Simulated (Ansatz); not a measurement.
I need a formation energy from the elements of Sc2C and its elements. Use the Python package of Ansatz (0.2.0). Use (first run): LDA, norm-conserving potentials, the default cutoff (1116 eV here), 8×8×4 k-points, Fermi-Dirac smearing of 0.05 eV.

Script `run_formation.py`:
```python
from collections import Counter
import warnings

import ansatz as az
import numpy as np

PHASES = {
    "Sc2C": (
        [[3.332837, 0.0, 0.0], [-1.666419, 2.886322, 0.0], [0.0, 0.0, 5.649868]],
        [
            ("Sc", [2 / 3, 1 / 3, 0.717564]),
            ("Sc", [1 / 3, 2 / 3, 0.282436]),
            ("C", [0.0, 0.0, 0.5]),
        ],
    ),
    "Sc": (
        [[3.309, 0.0, 0.0], [-1.6545, 2.865678, 0.0], [0.0, 0.0, 5.2733]],
        [
            ("Sc", [1 / 3, 2 / 3, 0.25]),
            ("Sc", [2 / 3, 1 / 3, 0.75]),
        ],
    ),
    "C": (
        [[1.228029, 0.709003, 3.347011], [-1.228029, 0.709003, 3.347011], [0.0, -1.418005, 3.347011]],
        [
            ("C", [0.836, 0.836, 0.836]),
            ("C", [0.164, 0.164, 0.164]),
        ],
    ),
}


def build(vectors, sites):
    crystal = az.Crystal(lattice=az.Lattice.of(vectors))
    for symbol, position in sites:
        crystal = crystal.atom(symbol, position)
    return crystal


def ground_state(name, crystal):
    calc = (
        crystal.calculation()
        .functional("LDA")
        .pseudopotentials("nc")
        .mixing("msr1")
        .scf(tolerance=1e-08, extra_bands=6)
        .kpoints(spacing=0.3)
        .occupations("fermi_dirac", width=0.05)
        .stress()
    )
    calc = calc.relax(force_tolerance=0.03, fix_cell=["shape"])
    return calc.run(threads=1, backend="cpu")


def counts(outcome):
    return Counter(site.symbol for site in outcome.lattice.sites)

def formation_energy(outcome, mu):
    n = counts(outcome)
    return (outcome.report["energy_sigma0_ev"] - sum(k * mu[element] for element, k in n.items())) / sum(n.values())


def volume_per_atom(outcome):
    return abs(np.linalg.det(outcome.lattice.cell_ang)) / len(outcome.lattice.sites)

warnings.simplefilter("ignore", az.DeckWarning)

phases = {name: build(*cell) for name, cell in PHASES.items()}

done = {}
for name, crystal in phases.items():
    done[name] = ground_state(name, crystal)
    print(f"{name}: {done[name].report['energy_sigma0_ev']:.4f} eV, {len(done[name].lattice.sites)} atoms")

references = {"Sc": "Sc", "C": "C"}
mu = {element: done[name].report["energy_sigma0_ev"] / len(done[name].lattice.sites) for element, name in references.items()}

target = done["Sc2C"]
heat = formation_energy(target, mu)
n = counts(target)
print("cell content:", dict(n), " volume", round(volume_per_atom(target), 3), "A^3/atom")
print("formation energy", round(heat, 4), "eV/atom,", round(heat * sum(n.values()), 4), "eV per cell")
print("bound against the elements" if heat < 0 else "unbound against the elements")
```

```console
$ python run_formation.py
Sc2C: -2797.6567 eV, 3 atoms
Sc: -2632.0805 eV, 2 atoms
C: -328.2636 eV, 2 atoms
cell content: {<Element.SC: 'Sc'>: 2, <Element.C: 'C'>: 1}  volume 16.995 A^3/atom
formation energy -0.4815 eV/atom, -1.4445 eV per cell
bound against the elements
```

Caveats:
- These settings explore the input space; cutoff and mesh may be short of convergence.
- The run is spin-unpolarised.
- For the metals among these phases the mesh is modest: differences between phases can be off by up to 40 meV an atom.
- The program warned that this SCF threshold is loose for forces or stresses.
- Atoms and volume are relaxed with the cell's shape held, which in cells of lower than cubic symmetry can hide stresses and shift volumes.
- The cells come from databases of deposited and of computed structures, and not all need be stable phases.
- The compound is the structure given, not necessarily its lowest; energies are at zero temperature, with no correction for gases. A semilocal functional's error on such energies is often 0.05 to 0.1 eV an atom, and 0.1 to 0.3 eV against gases such as O2 or F2.
- The script silences the warnings on its input, which a real study should read.
- Run time: 58 s on 1 thread of Arm Neoverse V1, on a shared host, peak memory 0.47 GiB.
